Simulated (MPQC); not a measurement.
# One shape, several levels: RbF (SMILES [F][Rb])

We compute a comparison of 4 runs (HF/STO-3G, HF/3-21G, SVWN-RPA/STO-3G, PBE0/3-21G) of RbF. 

The calculation is run with MPQC 2.3.1.

12 further runs of the same task are left out: 7 that didn't finish, 5 set aside as unsound or not needed.

## Step 1: The molecule

The species is RbF (2 atoms), meant as a singlet with charge 0. As SMILES, `[F][Rb]`. Geometry: a GFN2-xTB relaxation, a rough one for these elements and not checked as a minimum.

Bond lengths: F1–Rb2 2.198 Å.

## Step 2: Energy and forces at HF/STO-3G (run 1)

The input, mol.in:

```
molecule<Molecule>: (
   symmetry = c1
   unit = angstrom
   { atoms geometry } = {
      F  [ 0.000000 0.000000 0.000000 ]
      Rb [ 0.000000 0.000000 2.197590 ]
   }
)
basis<GaussianBasisSet>: (
   name = "STO-3G"
   molecule = $:molecule
   basisdir = "."
   puream = yes
)
mpqc: (
   checkpoint = no
   savestate = no
   restart = no
   do_energy = yes
   do_gradient = yes
   optimize = no
   mole<CLHF>: (
      molecule = $:molecule
      basis = $:basis
      total_charge = 0
      memory = 1000000000
      print_evals = yes
      maxiter = 120
      value_accuracy = 1e-08
   )
)
```

The basis set STO-3G is read from a file made from the Basis Set Exchange's data (not shown).

The run is started by

```sh
mpqc mol.in > mol.out
```

Standard output:

```text
MPQC: Massively Parallel Quantum Chemistry
[...]
  CLSCF::init: total charge = 0
[...]
  nbasis = 27
[...]
  iter     1 energy = -3005.1688474584 delta = 5.40799e-01
[...]
  LUMO is    24   A =   0.312089
  total scf energy = -3005.5995166392
[...]
Value of the MolecularEnergy: -3005.5995166392
  Gradient of the MolecularEnergy:
      1   -0.0000000000
      2    0.0000000000
      3    0.0648921689
      4    0.0000000000
      5   -0.0000000000
      6   -0.0648921689
  Function Parameters:
    value_accuracy    = 8.401114e-09 (1.000000e-08) (computed)
    gradient_accuracy = 8.401114e-07 (1.000000e-06) (computed)
    hessian_accuracy  = 0.000000e+00 (1.000000e-04)
[...]
      symmetry = c1
[...]
```

Wall time 0.18 s (1 thread of Arm Neoverse V2, shared host).

## Step 3: Energy and forces at HF/3-21G (run 2)

Changes to mol.in since step 2:

```diff
@@ -4,4 +4,4 @@
    { atoms geometry } = {
-      F  [ 0.000000 0.000000 0.000000 ]
-      Rb [ 0.000000 0.000000 2.197590 ]
+      F  [ 0.000000     0.000000     0.000000 ]
+      Rb [ 0.000000     0.000000     2.197590 ]
    }
@@ -9,3 +9,3 @@
 basis<GaussianBasisSet>: (
-   name = "STO-3G"
+   name = "3-21G"
    molecule = $:molecule
```

The basis set 3-21G is read from a file made from the Basis Set Exchange's data (not shown).

The run is started by

```sh
mpqc -o mol.out mol.in
```

Standard output:

```text
MPQC: Massively Parallel Quantum Chemistry
[...]
  CLSCF::init: total charge = 0
[...]
  nbasis = 35
[...]
  iter     1 energy = -3020.3314086792 delta = 4.02978e-01
[...]
  LUMO is    24   A =  -0.004852
  total scf energy = -3023.5696605921
[...]
Value of the MolecularEnergy: -3023.5696605921
  Gradient of the MolecularEnergy:
      1    0.0000000000
      2    0.0000000000
      3    0.0270641117
      4   -0.0000000000
      5   -0.0000000000
      6   -0.0270641117
  Function Parameters:
    value_accuracy    = 1.920136e-09 (1.000000e-08) (computed)
    gradient_accuracy = 1.920136e-07 (1.000000e-06) (computed)
    hessian_accuracy  = 0.000000e+00 (1.000000e-04)
[...]
      symmetry = c1
[...]
```

Wall time 0.3 s (1 thread of Arm Neoverse V2, shared host).

Run 3 isn't shown in full; the table further down has it.

## Step 4: Energy and forces at PBE0/3-21G (run 4)

The input, job.in:

```
% FRb
molecule<Molecule>: (
    symmetry = c1
    unit = bohr
    { atoms geometry } = {
        F  [ 0.00000000   0.00000000   0.00000000 ]
        Rb [ 0.00000000   0.00000000   4.15284323 ]
    }
)
basis<GaussianBasisSet>: (
    name = "3-21G"
    molecule = $:molecule
    basisdir = "."
    puream = yes
)
mpqc: (
    checkpoint = no
    savestate = no
    restart = no
    do_energy = yes
    do_gradient = yes
    optimize = no
    mole<CLKS>: (
        molecule = $:molecule
        basis = $:basis
        total_charge = 0
        memory = 1000000000
        print_evals = yes
        maxiter = 120
        value_accuracy = 1e-08
        functional<SumDenFunctional>: (
            a0 = 0.25
            coefs = [ 0.75 1 ]
            funcs: [ <PBEXFunctional>: () <PBECFunctional>: () ]
        )
        integrator<RadialAngularIntegrator>: ( grid = xfine )
    )
)
```

The basis set 3-21G is read from a file made from the Basis Set Exchange's data (not shown).

The run is started by

```sh
mpqc -o job.out job.in
```

Standard output:

```text
MPQC: Massively Parallel Quantum Chemistry
[...]
  CLSCF::init: total charge = 0
[...]
  nbasis = 35
[...]
  WARNING: BeckeIntegrationWeight usually uses the atomic maximum
           probability radius, however this is not available for
[...]
  Integrated electron density error = 0.115385093108
  iter     1 energy = -3022.2438390244 delta = 4.02978e-01
[...]
  Integrated electron density error = 0.000106209111
  iter    22 energy = -3025.3372592575 delta = 1.65642e-06
  Integrated electron density error = 0.000106209078
  iter    23 energy = -3025.3372592573 delta = 2.73678e-07
  Integrated electron density error = 0.000106209151
  iter    24 energy = -3025.3372592575 delta = 4.33727e-08
[...]
  LUMO is    24   A =  -0.048555
  total scf energy = -3025.3372592575
[...]
  Integrated electron density error = 0.000106182663
  Total Gradient:
[...]
Value of the MolecularEnergy: -3025.3372592575
  Gradient of the MolecularEnergy:
      1    0.0000000000
      2    0.0000000000
      3    0.0300918477
      4   -0.0000000000
      5   -0.0000000000
      6   -0.0300918477
  Closed Shell Kohn-Sham (CLKS) Parameters:
    Function Parameters:
      value_accuracy    = 7.051388e-09 (1.000000e-08) (computed)
      gradient_accuracy = 7.051388e-07 (1.000000e-06) (computed)
      hessian_accuracy  = 0.000000e+00 (1.000000e-04)
[...]
        symmetry = c1
[...]
```

Wall time 10 s (1 thread of Arm Neoverse V2, shared host).

## Step 5: Overview of the runs

```csv
run,level,task,SCF convergence threshold,energy (Eh),HOMO energy (eV),LUMO energy (eV),HOMO–LUMO gap (eV),wall time
1,HF/STO-3G,gradient,1e-08,-3005.599517,-2.06,8.49,10.55,0.18 s
2,HF/3-21G,gradient,1e-08,-3023.569661,-7.83,-0.13,7.70,0.3 s
3,SVWN-RPA/STO-3G,energy,–,-3003.703425,–,–,–,1.2 s
4,PBE0/3-21G,gradient,1e-08,-3025.337259,-3.98,-1.32,2.66,10 s
```

## Step 6: Summary of results

| quantity | value |
| --- | --- |
| run 4: total energy | -3025.33726 Eh |
| run 4: HOMO energy | -3.98 eV |
| run 4: LUMO energy | -1.32 eV |
| run 4: HOMO–LUMO gap | 2.66 eV |
| run 4: largest force on an atom | 1.547 eV/Å |

In words: Over runs 1, 2, 4 the HOMO–LUMO gap runs from 2.66 eV (PBE0/3-21G) to 10.55 eV (HF/STO-3G). The two ends differ in method and basis. Totals of different functionals can't be ranked against each other. In runs 1, 3 the basis is minimal, so the values are rough. In runs 1, 2, 3, 4 relativity is left out where basis or elements ask for it. All runs together took 12 s, the longest 10 s.
